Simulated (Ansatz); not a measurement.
## ZnNi3N, space group Pm-3m: a scan of the Hubbard U, step by step

Computed with Ansatz 0.2.0 through its Python package.

Run as a notebook:

In [1]:
```python
import ansatz as az
import numpy as np


def count_gap(report):
    # lowest empty less highest filled band, counting bands; zero where they overlap
    return max(report.get('gap_by_band_count_ev') or 0.0, 0.0)
```

In [2]:
```python
lattice = az.Lattice.of(
    [3.72701343, 0.0, 0.0],
    [0.0, 3.72701343, 0.0],
    [0.0, 0.0, 3.72701343],
)
sites = [
    ('Zn', [0.0, 0.0, 0.0]),
    ('Ni', [0.0, 0.5, 0.5]),
    ('Ni', [0.5, 0.5, 0.0]),
    ('Ni', [0.5, 0.0, 0.5]),
    ('N', [0.5, 0.5, 0.5]),
]
xtal = az.Crystal(lattice=lattice)
for symbol, position in sites:
    xtal = xtal.atom(symbol, position)
xtal = xtal.moments(Ni=2.0)
```

In [3]:
```python
calc = (
    xtal.calculation()
    .functional('pbesol')
    .kpoints(6, 6, 6)
    .occupations('fermi_dirac')
    .spin(az.SpinTreatment.COLLINEAR)
    .scf(tolerance=1e-09)
    .band_table()
)
rows = []
for u in [2.0, 4.0, 6.0, 8.0]:
    summary = calc.hubbard('Ni', 'd', u_eff=u).run(threads=1).report
    shell = summary['hubbard']['n_scf']
    rows.append((u, count_gap(summary), sum(shell) / len(shell), max(abs(m) for m in summary['site_moments_mub']), summary['n_iterations']))
lines = [','.join(['U_eff eV', 'gap by band count eV', 'Ni d occupation (projector)', 'largest moment muB', 'iterations'])] + [','.join(f'{v:.4f}' if isinstance(v, float) else str(v) for v in row) for row in rows]
print('\n'.join(lines))
with open('plus_u.csv', 'w') as handle:
    handle.write('\n'.join(lines) + '\n')
print('eigenvalues of the first occupation matrix at the last U, by spin:')
for channel in summary['hubbard']['n_eig'][0]:
    print('  ', ' '.join(f'{n:.3f}' for n in channel))
```
```text
DeckWarning: basis.ecutwfc = 420 eV, auto-derived from the records' recommended cutoffs: set by Zn (normal level)
RunWarning: the starting moments were not kept: the SCF closed with an absolute magnetisation of 8.7e-6 μB, where they sum to 6 μB in size (3 sites). That is at most 0.1 of that sum. Measured as [...]
U_eff eV,gap by band count eV,Ni d occupation (projector),largest moment muB,iterations
2.0000,0.0000,8.9002,0.0000,18
4.0000,0.0000,8.9442,0.0000,22
6.0000,0.0000,8.9821,0.0000,21
8.0000,0.0000,8.8906,0.5312,25
eigenvalues of the first occupation matrix at the last U, by spin:
   0.843 0.960 0.975 0.976 0.976
   0.281 0.953 0.968 0.979 0.979
```

From U = 2 to 8 eV the largest site moment goes from 0.00 to 0.53 μB.

What to keep in mind:
- The SCF didn't keep the moments it started from (some shrank, vanished or turned); what is printed is the state reached.
- The mesh is modest for a metal, so energies can be off by several to tens of meV an atom and pressures by half a GPa or more; differences at equal mesh fare better.
- A gap by band count of zero or less means overlapping bands, a metal.
- The structure comes from a database of computed cells and needn't be a stable or known phase.
- Gaps and levels are Kohn-Sham values on a finite set of k-points.
- Warnings are shown shortened and without file and line.
- Shell occupations and the effect of U depend on the projectors; a run with no .spin step is spin-unpolarised, and each U may end in a state that isn't the lowest.
- Timing: 6.5 min on 1 thread of Arm Neoverse V1 (shared host), peak memory 0.81 GiB.
